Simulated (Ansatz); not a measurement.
Task: a short molecular-dynamics run of Cl₃GeH, SMILES [Cl][GeH]([Cl])[Cl], with Ansatz 0.2.0 through its Python package. Give the script and its output. Level of theory: PBE0, def2-SVP basis, multiplicity 1, D3BJ dispersion.

```yaml
atoms:
  - { symbol: Cl, position_ang: [-1.1639, -0.0263, 1.7617] }
  - { symbol: Ge, position_ang: [0.0689, 0.0835, 0.0075] }
  - { symbol: Cl, position_ang: [1.1167, -1.7824, -0.1811] }
  - { symbol: Cl, position_ang: [-1.0568, 0.4063, -1.7686] }
  - { symbol: H, position_ang: [1.0851, 1.2453, 0.1392] }
```

Script `md.py`:
```python
"""Molecular dynamics of one Cl3GeH molecule."""

import warnings

import ansatz
import numpy as np


def main() -> None:
    warnings.simplefilter("ignore", ansatz.DeckWarning)

    geometry_ang = [
        ("Cl", [-1.1639, -0.0263, 1.7617]),
        ("Ge", [0.0689, 0.0835, 0.0075]),
        ("Cl", [1.1167, -1.7824, -0.1811]),
        ("Cl", [-1.0568, 0.4063, -1.7686]),
        ("H", [1.0851, 1.2453, 0.1392]),
    ]
    geometry = ansatz.Crystal.molecule()
    for symbol, xyz in geometry_ang:
        geometry = geometry.atom(symbol, xyz)

    model = (
        geometry.calculation()
        .basis(gaussian="def2-SVP")
        .functional("pbe0", dispersion="d3bj")
        .scf(lower_state_search="off")
        .md("nve", timestep=0.5, steps=30, temperature=500, initial_velocities="maxwell_boltzmann", seed=51)
    )
    frames = []
    model.session().plan().execute(on_event=lambda e: frames.append(e["data"]) if e["event"] == "md_step" else None)
    print("t (fs)   E_pot (eV)      E_kin (eV)   T (K)   d(0-1) (A)")
    for f in frames[::2]:
        xyz = np.array(f["positions_ang"])
        print(f"{f['time_fs']:6.2f} {f['lagrangian_ev']:14.5f} {f['e_kin_ev']:10.5f} {f['temperature_k']:8.1f} {np.linalg.norm(xyz[0] - xyz[1]):9.4f}")
    kept = np.array([f["conserved_ev"] for f in frames])
    print(f"conserved energy moves by at most {1000 * np.ptp(kept):.3f} meV")


if __name__ == "__main__":
    main()
```

```console
$ python md.py
t (fs)   E_pot (eV)      E_kin (eV)   T (K)   d(0-1) (A)
  0.00   -94067.78388    0.19389    500.0    2.1469
  1.00   -94067.78244    0.19241    496.2    2.1471
  2.00   -94067.77680    0.18676    481.6    2.1472
  3.00   -94067.76648    0.17647    455.1    2.1473
  4.00   -94067.75327    0.16331    421.2    2.1473
  5.00   -94067.74039    0.15048    388.0    2.1473
  6.00   -94067.73032    0.14040    362.1    2.1472
  7.00   -94067.72306    0.13310    343.2    2.1469
  8.00   -94067.71635    0.12636    325.9    2.1466
  9.00   -94067.70772    0.11772    303.6    2.1463
 10.00   -94067.69634    0.10635    274.3    2.1459
 11.00   -94067.68352    0.09358    241.3    2.1454
 12.00   -94067.67177    0.08186    211.1    2.1449
 13.00   -94067.66327    0.07338    189.2    2.1444
 14.00   -94067.65882    0.06891    177.7    2.1439
 15.00   -94067.65742    0.06747    174.0    2.1433
conserved energy moves by at most 0.144 meV
```

These settings explore the input space; basis and method may be short of convergence. The trajectory is only some femtoseconds long, so its temperature is not equilibrated; where the script doesn't relax first, it starts from a rough generated geometry. The temperature counts the internal degrees of freedom alone. It ran for 76 s on 1 thread of Arm Neoverse V2, on a shared host, peak memory 0.26 GiB.

(Lines on the test bed's own set-up are left out of the output.)
